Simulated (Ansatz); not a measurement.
**CH5AlBNO2: inversion of the pyramid at N1**

How high is the barrier for the inversion of the pyramid at N1? Relax the two ends, then run a nudged elastic band between them. SMILES of the start: N[CH]1[O][Al]1[BH]O.

Method: RHF/def2-SVP, in Ansatz 0.2.0.

**1. The structure to begin with**

Bond lengths: N1–C2 1.461 Å, C2–O3 1.382 Å, C2–Al4 1.953 Å, O3–Al4 1.812 Å, Al4–B5 2.073 Å, B5–O6 1.481 Å, N1–H7 1.053 Å, N1–H8 0.980 Å, C2–H9 1.147 Å, B5–H10 1.159 Å, O6–H11 1.008 Å. Angles (14 of 17 angles, heavy atoms first): N1–C2–O3 109.8°, N1–C2–Al4 118.6°, O3–C2–Al4 63.1°, C2–O3–Al4 74.0°, C2–Al4–O3 42.9°, C2–Al4–B5 133.7°, O3–Al4–B5 155.0°, Al4–B5–O6 120.4°, N1–C2–H9 116.7°, O3–C2–H9 112.3°, Al4–C2–H9 121.9°, C2–N1–H7 109.4°, C2–N1–H8 109.4°, Al4–B5–H10 121.9°.

Coordinates:

```xyz
11

N    -0.2156   -2.2677   -0.8208
C     0.2958   -1.2881    0.1356
O     1.5905   -0.9386   -0.2002
Al    0.5865    0.5457   -0.4699
B    -0.2427    2.3735    0.0488
O    -0.4801    2.7110    1.4712
H     0.1923   -2.0728   -1.7716
H     0.0487   -3.1680   -0.5370
H     0.1892   -1.5490    1.2470
H    -0.4754    3.1866   -0.7430
H    -1.4238    2.4105    1.6606
```

**2. Relaxing end A**

input.yaml reads:

```yaml
crystal:
  periodic: [false, false, false]
  atoms:
    - { symbol: "N", position_ang: [-0.2156, -2.2677, -0.8208] }
    - { symbol: C, position_ang: [0.2958, -1.2881, 0.1356] }
    - { symbol: O, position_ang: [1.5905, -0.9386, -0.2002] }
    - { symbol: Al, position_ang: [0.5865, 0.5457, -0.4699] }
    - { symbol: B, position_ang: [-0.2427, 2.3735, 0.0488] }
    - { symbol: O, position_ang: [-0.4801, 2.711, 1.4712] }
    - { symbol: H, position_ang: [0.1923, -2.0728, -1.7716] }
    - { symbol: H, position_ang: [0.0487, -3.168, -0.537] }
    - { symbol: H, position_ang: [0.1892, -1.549, 1.247] }
    - { symbol: H, position_ang: [-0.4754, 3.1866, -0.743] }
    - { symbol: H, position_ang: [-1.4238, 2.4105, 1.6606] }
basis:
  gaussian: { orbitals: def2-SVP }
hamiltonian:
  xc: hf
relax:
  f_tol: 0.015
  max_steps: 40
output:
  orbitals: {}
```

The run is started by

```sh
$ ansatz run input.yaml --threads 2 --pin off --max-ram 3072MiB --backend cpu --events-out ev --progress --plain --runs-dir out
```

Log (excerpt; [...] marks lines left out):

```text
Warning: RAYON_NUM_THREADS=2 ignored (pool sized by the plan → 2); use --threads N
[...]
Functional definition: HF
[...]
1213 factors; integrals over basis functions are off by at most 3.5e-4 eV
[...]
mean field -13909.95758076 eV, -511.1815125849 hartree, gradient 2.1e-5 eV, S^2 0.000000; 0 other end points of the search recorded, 0 dependent functions left out
[...]
reference -13909.95758076 eV, -511.1815125849 hartree; 26, 26 occupied and 87, 87 virtual orbitals, 1213 factors
relax step   1: F+E_penalty+E_count = -13909.95758076 eV  Δ(F+E_penalty+E_count) = +0.000e0 eV  max|allowed force component| = 3.339e0 eV/Å  Δτ_max = 0.0000 Å  (59 SCF iters, accepted)
[...]
relax step   3: F+E_penalty+E_count = -13911.21979449 eV  Δ(F+E_penalty+E_count) = -2.978e-1 eV  max|allowed force component| = 1.468e0 eV/Å  Δτ_max = 0.1987 Å  (37 SCF iters, accepted)
[...]
relax step   5: F+E_penalty+E_count = -13911.68380048 eV  Δ(F+E_penalty+E_count) = -2.127e-1 eV  max|allowed force component| = 1.069e0 eV/Å  Δτ_max = 0.1998 Å  (36 SCF iters, accepted)
[...]
relax step   7: F+E_penalty+E_count = -13911.96260336 eV  Δ(F+E_penalty+E_count) = -1.244e-1 eV  max|allowed force component| = 8.398e-1 eV/Å  Δτ_max = 0.2000 Å  (37 SCF iters, accepted)
[...]
relax step   9: F+E_penalty+E_count = -13912.10070424 eV  Δ(F+E_penalty+E_count) = -3.931e-2 eV  max|allowed force component| = 6.450e-1 eV/Å  Δτ_max = 0.2000 Å  (35 SCF iters, accepted)
[...]
relax step  10: F+E_penalty+E_count = -13912.04556979 eV  Δ(F+E_penalty+E_count) = +5.513e-2 eV  max|allowed force component| = 2.108e0 eV/Å  Δτ_max = 0.1911 Å  (36 SCF iters, rejected (line search))
[...]
1213 factors; integrals over basis functions are off by at most 6.2e-4 eV
[...]
mean field -13912.13067838 eV, -511.2613724496 hartree, gradient 5.5e-5 eV, S^2 0.000000; 0 other end points of the search recorded, 0 dependent functions left out
[...]
reference -13912.13067838 eV, -511.2613724496 hartree; 26, 26 occupied and 87, 87 virtual orbitals, 1213 factors
```

**3. The output, continued: end point A relaxed**

The log, continued (excerpt; [...] marks lines left out):

```text
relax step  11: F+E_penalty+E_count = -13912.13067838 eV  Δ(F+E_penalty+E_count) = -2.997e-2 eV  max|allowed force component| = 3.921e-1 eV/Å  Δτ_max = 0.0956 Å  (37 SCF iters, accepted)
[...]
relax step  17: F+E_penalty+E_count = -13912.14014232 eV  Δ(F+E_penalty+E_count) = -1.605e-4 eV  max|allowed force component| = 1.846e-2 eV/Å  Δτ_max = 0.0110 Å  (39 SCF iters, accepted)
[...]
relax step  18: F+E_penalty+E_count = -13912.14019185 eV  Δ(F+E_penalty+E_count) = -4.953e-5 eV  max|allowed force component| = 4.754e-3 eV/Å  Δτ_max = 0.0052 Å  (30 SCF iters, accepted)
1213 factors; integrals over basis functions are off by at most 6.7e-4 eV
[...]
mean field -13912.14019185 eV, -511.2617220632 hartree, gradient 1.6e-5 eV, S^2 0.000000; 1 other end points of the search recorded, 0 dependent functions left out
[...]
Atom 1 at     0.227505    -1.643807     0.147178 Å, force    -0.003035     0.001338     0.000462 eV/Å
Atom 2 at     1.424524    -0.804197     0.053810 Å, force     0.003095    -0.003894     0.000927 eV/Å
Atom 3 at     0.102526     0.259572     0.216113 Å, force    -0.004614     0.004754    -0.001953 eV/Å
Atom 4 at    -0.447578     2.343829     0.247804 Å, force     0.000220     0.002184     0.001194 eV/Å
Atom 5 at    -0.639847     2.922666     1.443714 Å, force     0.000560    -0.004242    -0.000228 eV/Å
Atom 6 at    -0.102851    -2.035210    -1.821214 Å, force    -0.001161    -0.000120    -0.000772 eV/Å
Atom 7 at     0.728329    -3.188385    -1.040769 Å, force     0.000825    -0.000992    -0.000513 eV/Å
Atom 8 at     0.268816    -2.232995     1.062524 Å, force     0.003092    -0.001993     0.002134 eV/Å
Atom 9 at    -0.599440     2.998741    -0.756003 Å, force     0.000873    -0.001216     0.000076 eV/Å
Atom 10 at    -0.883454     3.836393     1.412444 Å, force    -0.000729     0.002873    -0.000600 eV/Å
Dipole moment:    -0.377929     0.963159    -0.050143 e Å
```

Run time: 35 s. Hardware: 2 threads of Arm Neoverse V2, shared host; peak memory 0.23 GiB.

The steps of the relaxation:

```
step  energy from step 1 (eV)  largest force component (eV/Å)
   1                   0.0000                          3.3388
   2                  -0.9644                          2.1145
   3                  -1.2622                          1.4675
   4                  -1.5135                          1.8321
   5                  -1.7262                          1.0692
   6                  -1.8806                          1.0348
   7                  -2.0050                          0.8398
   8                  -2.1038                          0.4923
   9                  -2.1431                          0.6450
 10x                  -2.0880                          2.1083
  11                  -2.1731                          0.3921
  12                  -2.1739                          0.2632
 13x                  -2.1712                          0.6566
  14                  -2.1813                          0.0619
  15                  -2.1820                          0.0526
  16                  -2.1824                          0.0306
  17                  -2.1826                          0.0185
  18                  -2.1826                          0.0048
```

Step 1 is the start. 2 steps were tried and not accepted (marked x).

After: Bond lengths: N1–C2 1.417 Å, C2–O3 1.465 Å, C2–Al4 1.909 Å, O3–Al4 1.705 Å, Al4–B5 2.156 Å, B5–O6 1.342 Å, N1–H7 1.002 Å, N1–H8 1.007 Å, C2–H9 1.089 Å, B5–H10 1.208 Å, O6–H11 0.946 Å. Angles (14 of 17 angles, heavy atoms first): N1–C2–O3 116.2°, N1–C2–Al4 129.0°, O3–C2–Al4 59.0°, C2–O3–Al4 73.6°, C2–Al4–O3 47.4°, C2–Al4–B5 168.9°, O3–Al4–B5 143.4°, Al4–B5–O6 117.8°, N1–C2–H9 108.8°, O3–C2–H9 109.4°, Al4–C2–H9 120.8°, C2–N1–H7 113.3°, C2–N1–H8 111.1°, Al4–B5–H10 123.0°.

**4. Relaxing end B**

The second end starts from a geometry with the move made by hand.

Edit input.yaml of step 2 so:

```diff
@@ -9,4 +9,4 @@
     - { symbol: O, position_ang: [-0.4801, 2.711, 1.4712] }
-    - { symbol: H, position_ang: [0.1923, -2.0728, -1.7716] }
-    - { symbol: H, position_ang: [0.0487, -3.168, -0.537] }
+    - { symbol: H, position_ang: [-0.84288, -1.78376, -1.51413] }
+    - { symbol: H, position_ang: [-0.73229, -2.94993, -0.34275] }
     - { symbol: H, position_ang: [0.1892, -1.549, 1.247] }
```

The run is started by

```sh
$ ansatz run input.yaml --threads 2 --pin off --max-ram 3072MiB --backend cpu --events-out ev --progress --plain --runs-dir out
```

Log (excerpt; [...] marks lines left out):

```text
Warning: RAYON_NUM_THREADS=2 ignored (pool sized by the plan → 2); use --threads N
[...]
[... 1 set-up line as earlier in the session ...]
[...]
1212 factors; integrals over basis functions are off by at most 3.0e-4 eV
[...]
mean field -13909.82961811 eV, -511.1768100443 hartree, gradient 1.7e-5 eV, S^2 0.000000; 0 other end points of the search recorded, 0 dependent functions left out
[...]
reference -13909.82961811 eV, -511.1768100443 hartree; 26, 26 occupied and 87, 87 virtual orbitals, 1212 factors
relax step   1: F+E_penalty+E_count = -13909.82961811 eV  Δ(F+E_penalty+E_count) = +0.000e0 eV  max|allowed force component| = 3.315e0 eV/Å  Δτ_max = 0.0000 Å  (59 SCF iters, accepted)
[...]
relax step   4: F+E_penalty+E_count = -13911.29927175 eV  Δ(F+E_penalty+E_count) = -2.415e-1 eV  max|allowed force component| = 1.707e0 eV/Å  Δτ_max = 0.1993 Å  (36 SCF iters, accepted)
[...]
relax step   7: F+E_penalty+E_count = -13911.77105539 eV  Δ(F+E_penalty+E_count) = -1.349e-1 eV  max|allowed force component| = 7.651e-1 eV/Å  Δτ_max = 0.2000 Å  (36 SCF iters, accepted)
[...]
relax step  10: F+E_penalty+E_count = -13912.00327034 eV  Δ(F+E_penalty+E_count) = -4.152e-2 eV  max|allowed force component| = 2.895e-1 eV/Å  Δτ_max = 0.1999 Å  (36 SCF iters, accepted)
[...]
relax step  13: F+E_penalty+E_count = -13912.03936709 eV  Δ(F+E_penalty+E_count) = -1.544e-2 eV  max|allowed force component| = 1.767e-1 eV/Å  Δτ_max = 0.1000 Å  (37 SCF iters, accepted)
[...]
relax step  14: F+E_penalty+E_count = -13912.05572143 eV  Δ(F+E_penalty+E_count) = -1.635e-2 eV  max|allowed force component| = 1.192e-1 eV/Å  Δτ_max = 0.1500 Å  (37 SCF iters, accepted)
[...]
1212 factors; integrals over basis functions are off by at most 8.3e-4 eV
```

**5. The output, continued: end point B relaxed**

The log, continued (excerpt; [...] marks lines left out):

```text
mean field -13912.05672175 eV, -511.2586545936 hartree, gradient 5.3e-5 eV, S^2 0.000000; 0 other end points of the search recorded, 0 dependent functions left out
[...]
reference -13912.05672175 eV, -511.2586545936 hartree; 26, 26 occupied and 87, 87 virtual orbitals, 1212 factors
relax step  15: F+E_penalty+E_count = -13912.05672175 eV  Δ(F+E_penalty+E_count) = -1.000e-3 eV  max|allowed force component| = 2.971e-1 eV/Å  Δτ_max = 0.2000 Å  (35 SCF iters, accepted)
[...]
relax step  17: F+E_penalty+E_count = -13912.06427908 eV  Δ(F+E_penalty+E_count) = -7.202e-4 eV  max|allowed force component| = 9.097e-2 eV/Å  Δτ_max = 0.0545 Å  (37 SCF iters, accepted)
[...]
relax step  19: F+E_penalty+E_count = -13912.06452535 eV  Δ(F+E_penalty+E_count) = -4.813e-5 eV  max|allowed force component| = 6.557e-2 eV/Å  Δτ_max = 0.0027 Å  (29 SCF iters, accepted)
[...]
Atom 1 at     0.086786    -1.573091     0.163313 Å, force     0.003881    -0.007499     0.003205 eV/Å
Atom 2 at     1.302116    -0.802093     0.078835 Å, force     0.000400    -0.001848     0.000132 eV/Å
Atom 3 at     0.028955     0.327116     0.227747 Å, force    -0.002806     0.007058    -0.000455 eV/Å
Atom 4 at    -0.415411     2.433335     0.266958 Å, force    -0.000039     0.001368     0.001186 eV/Å
Atom 5 at    -0.560274     3.021489     1.465193 Å, force     0.000645     0.000210    -0.001139 eV/Å
Atom 6 at    -1.175317    -2.520206    -1.107833 Å, force     0.002996     0.001954    -0.001815 eV/Å
Atom 7 at     0.366171    -3.012819    -1.249377 Å, force     0.001794     0.000317     0.000456 eV/Å
Atom 8 at     0.140841    -2.254543     1.016439 Å, force    -0.000038     0.001163    -0.000970 eV/Å
Atom 9 at    -0.548633     3.093332    -0.735371 Å, force    -0.000354    -0.000207     0.000302 eV/Å
Atom 10 at    -0.755027     3.946946     1.435423 Å, force     0.000100    -0.000665    -0.000280 eV/Å
Dipole moment:    -0.621515     0.712105     0.165413 e Å
```

Run time: 45 s. Hardware: 2 threads of Arm Neoverse V2, shared host; peak memory 0.23 GiB.

The steps of the relaxation:

```csv
step,energy from step 1 (eV),largest force component (eV/Å)
1,0.0000,3.3153
2,-0.9196,2.1161
3,-1.2282,1.4549
4,-1.4697,1.7073
5,-1.6550,1.1854
6,-1.8065,0.9869
7,-1.9414,0.7651
8,-2.0574,0.5837
9,-2.1321,0.3254
10,-2.1737,0.2895
11x,-2.1703,1.0886
12,-2.1943,0.2422
13,-2.2097,0.1767
14,-2.2261,0.1192
15,-2.2271,0.2971
16,-2.2339,0.1311
17,-2.2347,0.0910
18,-2.2349,0.0687
19,-2.2349,0.0656
20,-2.2350,0.0648
21,-2.2352,0.0264
22x,-2.2351,0.0482
23,-2.2352,0.0075
```

Step 1 is the start. 2 steps were tried and not accepted (marked x).

After: Bond lengths: N1–C2 1.438 Å, C2–O3 1.442 Å, C2–Al4 1.902 Å, O3–Al4 1.708 Å, Al4–B5 2.153 Å, B5–O6 1.343 Å, N1–H7 1.004 Å, N1–H8 1.008 Å, C2–H9 1.093 Å, B5–H10 1.207 Å, O6–H11 0.946 Å. Angles (14 of 17 angles, heavy atoms first): N1–C2–O3 111.5°, N1–C2–Al4 117.7°, O3–C2–Al4 59.6°, C2–O3–Al4 73.7°, C2–Al4–O3 46.7°, C2–Al4–B5 169.8°, O3–Al4–B5 143.3°, Al4–B5–O6 117.8°, N1–C2–H9 114.5°, O3–C2–H9 109.7°, Al4–C2–H9 126.7°, C2–N1–H7 110.9°, C2–N1–H8 111.5°, Al4–B5–H10 122.8°.

**6. Nudged elastic band**

crystal.atoms is end A as relaxed above, and neb.final_atoms is end B, turned to lie on A. With 5 inner images the band has 7 in all. The start path is listed, through a guess of the saddle.

input.yaml reads:

```yaml
crystal:
  periodic: [false, false, false]
  atoms:
    - { symbol: "N", position_ang: [-0.01313, -2.513505, -0.944901] }
    - { symbol: C, position_ang: [0.227505, -1.643807, 0.147178] }
    - { symbol: O, position_ang: [1.424524, -0.804197, 0.05381] }
    - { symbol: Al, position_ang: [0.102526, 0.259572, 0.216113] }
    - { symbol: B, position_ang: [-0.447578, 2.343829, 0.247804] }
    - { symbol: O, position_ang: [-0.639847, 2.922666, 1.443714] }
    - { symbol: H, position_ang: [-0.102851, -2.03521, -1.821214] }
    - { symbol: H, position_ang: [0.728329, -3.188385, -1.040769] }
    - { symbol: H, position_ang: [0.268816, -2.232995, 1.062524] }
    - { symbol: H, position_ang: [-0.59944, 2.998741, -0.756003] }
    - { symbol: H, position_ang: [-0.883454, 3.836393, 1.412444] }
basis:
  gaussian: { orbitals: def2-SVP }
hamiltonian:
  xc: hf
neb:
  order_check: false
  images: 5
  f_tol: 0.03
  max_iterations: 60
  final_atoms:
    - { symbol: "N", position_ang: [0.23965, -2.21509006, -1.18550982] }
    - { symbol: C, position_ang: [0.29095982, -1.61297687, 0.11921514] }
    - { symbol: O, position_ang: [1.46958962, -0.79803919, 0.27830584] }
    - { symbol: Al, position_ang: [0.1460218, 0.28067817, 0.2257345] }
    - { symbol: B, position_ang: [-0.38256045, 2.36765042, 0.243192] }
    - { symbol: O, position_ang: [-0.76444172, 2.90809231, 1.41142433] }
    - { symbol: H, position_ang: [-0.68236981, -2.55790916, -1.38593447] }
    - { symbol: H, position_ang: [0.87796125, -2.99180564, -1.25948942] }
    - { symbol: H, position_ang: [0.21785048, -2.32164724, 0.94840997] }
    - { symbol: H, position_ang: [-0.35951935, 3.05739206, -0.74763248] }
    - { symbol: H, position_ang: [-0.98774165, 3.82675719, 1.37298441] }
  initial_path:
    images:
      - { positions_ang: [[-0.01313, -2.513505, -0.944901], [0.227505, -1.643807, 0.147178], [1.424524, -0.804197, 0.05381], [0.102526, 0.259572, 0.216113], [-0.447578, 2.343829, 0.247804], [-0.639847, 2.922666, 1.443714], [-0.102851, -2.03521, -1.821214], [0.728329, -3.188385, -1.040769], [0.268816, -2.232995, 1.062524], [-0.59944, 2.998741, -0.756003], [-0.883454, 3.836393, 1.412444]] }
      - { positions_ang: [[-0.01379206, -2.43637298, -0.91660345], [0.2853762, -1.5297108, 0.14495549], [1.51927561, -0.8426836, 0.00427656], [0.2995594, 0.35459013, 0.00230677], [-0.36962829, 2.3451718, 0.18068124], [-0.61450826, 2.83673967, 1.4458586], [-0.095588, -1.98217627, -1.82385489], [0.43047796, -3.18015113, -0.84667357], [0.25198239, -2.01416035, 1.12118786], [-0.53484868, 3.05379379, -0.75507835], [-1.09290628, 3.33806173, 1.46364374]] }
      - { positions_ang: [[-0.01445412, -2.35924095, -0.8883059], [0.34324739, -1.41561459, 0.14273297], [1.61402721, -0.88117021, -0.04525687], [0.4965928, 0.44960826, -0.21149946], [-0.29167857, 2.3465146, 0.11355848], [-0.58916951, 2.75081333, 1.44800321], [-0.08832499, -1.92914253, -1.82649577], [0.13262692, -3.17191725, -0.65257815], [0.23514879, -1.79532569, 1.17985173], [-0.47025735, 3.10884658, -0.75415371], [-1.30235855, 2.83973046, 1.51484347]] }
      - { positions_ang: [[-0.01511618, -2.28210893, -0.86000835], [0.40111859, -1.30151839, 0.14051046], [1.70877882, -0.91965681, -0.09479031], [0.6936262, 0.5446264, -0.42530568], [-0.21372886, 2.34785739, 0.04643572], [-0.56383077, 2.664887, 1.45014781], [-0.08106199, -1.8761088, -1.82913666], [-0.16522413, -3.16368338, -0.45848272], [0.21831518, -1.57649104, 1.23851559], [-0.40566603, 3.16389937, -0.75322906], [-1.51181083, 2.34139919, 1.56604321]] }
      - { positions_ang: [[0.06980588, -2.25976931, -0.96850884], [0.364399, -1.40533788, 0.13341202], [1.62904909, -0.87911761, 0.02957507], [0.5110914, 0.45664366, -0.20829229], [-0.27000606, 2.35445507, 0.11202114], [-0.63070109, 2.74595544, 1.43723999], [-0.28149793, -2.10337558, -1.68140259], [0.18250433, -3.1063908, -0.72548496], [0.21816028, -1.82487644, 1.14181372], [-0.3902838, 3.12839693, -0.75136353], [-1.3371211, 2.83651853, 1.50169028]] }
      - { positions_ang: [[0.15472794, -2.23742968, -1.07700933], [0.32767941, -1.50915737, 0.12631358], [1.54931935, -0.8385784, 0.15394046], [0.3285566, 0.36866091, 0.0087211], [-0.32628325, 2.36105274, 0.17760657], [-0.69757141, 2.82702387, 1.42433216], [-0.48193387, -2.33064237, -1.53366853], [0.53023279, -3.04909822, -0.99248719], [0.21800538, -2.07326184, 1.04511185], [-0.37490157, 3.0928945, -0.74949801], [-1.16243137, 3.33163786, 1.43733734]] }
      - { positions_ang: [[0.23965, -2.21509006, -1.18550982], [0.29095982, -1.61297687, 0.11921514], [1.46958962, -0.79803919, 0.27830584], [0.1460218, 0.28067817, 0.2257345], [-0.38256045, 2.36765042, 0.243192], [-0.76444172, 2.90809231, 1.41142433], [-0.68236981, -2.55790916, -1.38593447], [0.87796125, -2.99180564, -1.25948942], [0.21785048, -2.32164724, 0.94840997], [-0.35951935, 3.05739206, -0.74763248], [-0.98774165, 3.82675719, 1.37298441]] }
```

The run is started by

```sh
$ ansatz run input.yaml --threads 2 --pin off --max-ram 3072MiB --backend cpu --events-out ev --progress --plain --runs-dir out
```

Log (excerpt; [...] marks lines left out):

```text
Warning: RAYON_NUM_THREADS=2 ignored (pool sized by the plan → 2); use --threads N
[...]
[... 1 set-up line as earlier in the session ...]
[...]
1210 factors; integrals over basis functions are off by at most 3.4e-4 eV
[...]
mean field -13912.14018930 eV, -511.2617219696 hartree, gradient 3.3e-5 eV, S^2 0.000000; 0 other end points of the search recorded, 0 dependent functions left out
[...]
reference -13912.14018930 eV, -511.2617219696 hartree; 26, 26 occupied and 87, 87 virtual orbitals, 1210 factors
1210 factors; integrals over basis functions are off by at most 9.4e-4 eV
[...]
mean field -13912.06483241 eV, -511.2589526547 hartree, gradient 2.7e-5 eV, S^2 0.000000; 0 other end points of the search recorded, 0 dependent functions left out
[...]
reference -13912.06483241 eV, -511.2589526547 hartree; 26, 26 occupied and 87, 87 virtual orbitals, 1210 factors
[...]
reference -13905.35142202 eV, -511.0122393735 hartree; 26, 26 occupied and 87, 87 virtual orbitals, 1210 factors
NEB iter   1: max|band force component| = 3.320e1 eV/Å  barrier→ = 6.7888 eV  barrier← = 6.7134 eV  Δτ_max = 0.2000 Å  (299 SCF iters)
[...]
1210 factors; integrals over basis functions are off by at most 4.0e-4 eV
mean field -13911.86006785 eV, -511.2514276961 hartree, gradient 5.7e-5 eV, S^2 0.000000; 0 other end points of the search recorded, 0 dependent functions left out
[...]
reference -13911.86006785 eV, -511.2514276961 hartree; 26, 26 occupied and 87, 87 virtual orbitals, 1210 factors
[...]
1210 factors; integrals over basis functions are off by at most 5.1e-4 eV
mean field -13911.31555258 eV, -511.2314171290 hartree, gradient 5.5e-5 eV, S^2 0.000000; 0 other end points of the search recorded, 0 dependent functions left out
[...]
reference -13911.31555258 eV, -511.2314171290 hartree; 26, 26 occupied and 87, 87 virtual orbitals, 1210 factors
[...]
1210 factors; integrals over basis functions are off by at most 6.3e-4 eV
```

**7. More of the same log: band between the two ends**

The log, continued (excerpt; [...] marks lines left out):

```text
[...]
mean field -13910.67936119 eV, -511.2080375266 hartree, gradient 5.5e-5 eV, S^2 0.000000; 0 other end points of the search recorded, 0 dependent functions left out
[...]
reference -13910.67936119 eV, -511.2080375266 hartree; 26, 26 occupied and 87, 87 virtual orbitals, 1210 factors
[...]
NEB iter   2: max|band force component| = 2.294e0 eV/Å  barrier→ = 1.4608 eV  barrier← = 1.3855 eV  Δτ_max = 0.1985 Å  (207 SCF iters)
[...]
NEB iter   9: max|band force component| = 5.938e-1 eV/Å  barrier→ = 0.2884 eV  barrier← = 0.2130 eV  Δτ_max = 0.1007 Å  (181 SCF iters)
[...]
NEB iter  16: max|band force component| = 7.369e-2 eV/Å  barrier→ = 0.1844 eV  barrier← = 0.1090 eV  CI = image 4  Δτ_max = 0.0525 Å  (192 SCF iters)
[...]
NEB iter  23: max|band force component| = 1.451e-1 eV/Å  barrier→ = 0.1808 eV  barrier← = 0.1054 eV  CI = image 4  Δτ_max = 0.0524 Å  (173 SCF iters)
[...]
Atom 2 at     1.536484    -0.743660     0.157973 Å, force    -0.000170     0.000273     0.000084 eV/Å
Atom 3 at     0.196566     0.292599     0.220978 Å, force    -0.000046     0.000019    -0.000265 eV/Å
Atom 4 at    -0.429666     2.354954     0.245417 Å, force     0.000217     0.000189    -0.000277 eV/Å
Atom 5 at    -0.748241     2.902144     1.429799 Å, force    -0.000091    -0.000370     0.000554 eV/Å
Atom 6 at    -0.455901    -2.165331    -1.737618 Å, force     0.000030    -0.000148    -0.000090 eV/Å
Atom 7 at     0.607221    -3.301369    -1.073056 Å, force    -0.000475    -0.000116     0.000269 eV/Å
Atom 8 at     0.357807    -2.223442     1.030844 Å, force     0.000048     0.000005    -0.000085 eV/Å
Atom 9 at    -0.516018     3.027100    -0.755102 Å, force    -0.000072    -0.000090     0.000058 eV/Å
Atom 10 at    -1.018644     3.808023     1.392149 Å, force    -0.000025     0.000368    -0.000140 eV/Å
Dipole moment:    -0.687504     0.745010    -0.069494 e Å
this run last wrote the band of iteration 31 to <dir>
```

Wall time 3.2 min (2 threads of Arm Neoverse V2, shared host); peak memory 0.23 GiB.

(Part 1 of 2 ends here.)
